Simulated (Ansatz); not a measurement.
**GaP₂H (singlet): from Hartree-Fock to the top rungs at distance P2–P3 = 2.311 Å, cc-pVDZ**

An exercise on one series of results from a longer session: the logs are not shown, and one member is left open.

Computed with Ansatz 0.2.0, Gaussian basis. Level: cc-pVDZ, core rule «outside noble gas», up to 24 orbitals frozen.

To be run: UHF; CCSD(T) on RHF; CCSD(T) on UHF; BCCD(T) on RHF; CISD; CCSDT(Q) on RHF; CCSDT(Q) on UHF; CASSCF and MRCISD+Q, 2 electrons in 2 orbitals; CASSCF and NEVPT2, 2 electrons in 2 orbitals.

37 further runs of the same task are left out: 2 for a mislabelled method, 2 for a known fault of the program, 26 that didn't finish, 7 set aside as unsound or not needed.

## What is computed

The geometry derives from a PBE0/def2-TZVP stationary point (not a proven minimum). One bond is set to the value named and the two fragments are kept rigid. No spin-orbit coupling is included. The filled d shell of Ga may be among the frozen orbitals whatever the setting's name suggests; the logs give the count.

4 atoms, charge 0, spin multiplicity 1.

Atoms are counted from 1 here; the program's logs count them from 0.

Bond lengths: Ga1–P2 2.452 Å, P2–P3 2.311 Å, P2–H4 1.608 Å. Angles: Ga1–P2–P3 168.7°, Ga1–P2–H4 53.9°, P3–P2–H4 114.8°.

Set-up of the first run:

Contents of in.yaml:

```yaml
crystal:
  periodic: [false, false, false]
  atoms:
    - {symbol: Ga, position_ang: [-0.000006, -0.274920, 2.195139]}
    - {symbol: P, position_ang: [0.000003, -0.457793, -0.249787]}
    - {symbol: P, position_ang: [-0.000012, -0.175294, -2.543455]}
    - {symbol: H, position_ang: [0.000016, 0.908008, 0.598102]}
basis:
  gaussian: {orbitals: cc-pVDZ}
magnetization: {spin_polarized: true, initial_magnetization: 0}
hamiltonian: {xc: hf}
output: {orbitals: {seedname: orbitals}}
```

The run is started by

```bash
> ansatz run in.yaml --threads 1 --pin off --events-out ev --progress --plain --max-ram 2393MiB
```

Among the steps run: UHF; CCSD(T) on RHF; CCSD(T) on UHF; BCCD(T) on RHF; CISD; CCSDT(Q) on RHF; CCSDT(Q) on UHF; CASSCF and MRCISD+Q, 2 electrons in 2 orbitals; CASSCF and NEVPT2, 2 electrons in 2 orbitals.

One of the session's tables, all rows but one given; the rest of the session is left out.

It belongs to the step «Misses and costs». 

```
       method  from RCCSDT(Q) (kJ/mol)
          RHF                   +912.9
          UHF                        ?
         RMP2                   +185.7
         UMP2                   +182.0
        RCCSD                    +69.2
        UCCSD                    +54.9
     RCCSD(T)                    +15.0
     UCCSD(T)                     +9.6
      BCCD(T)                    +15.3
       RCCSDT                     +9.3
       UCCSDT                     -4.3
    RCCSDT(Q)                        0
    UCCSDT(Q)                    -12.4
  CASSCF pair                   +865.1
  NEVPT2 pair                   +163.8
  MRCISD pair                   +167.8
MRCISD+Q pair                    +44.3
```

Estimate the missing values for UHF.

As computed: from RCCSDT(Q) (kJ/mol): +838.5. In the column «from RCCSDT(Q) (kJ/mol)» it lies between RMP2 (+185.7) and CASSCF pair (+865.1).

Not comparable, so not listed: CISD (they don't share determinant, frozen orbitals or solution with the rows shown, or repeat one).

Caveats from the session: The determinant is far from a pure spin state, so its energy mixes those of several spin states (harmless only where they are near-degenerate, as at dissociation). The program flags UCCSDT(Q) as in doubt, so those rows may rest on another solution; read them beside their warnings. Warnings: restricted reference is unstable; spin contamination; large T1 diagnostic. Restricted and unrestricted rows rest on different reference determinants; where their highest levels disagree by more than a few hundredths of an eV, they describe different states and don't form one ladder.
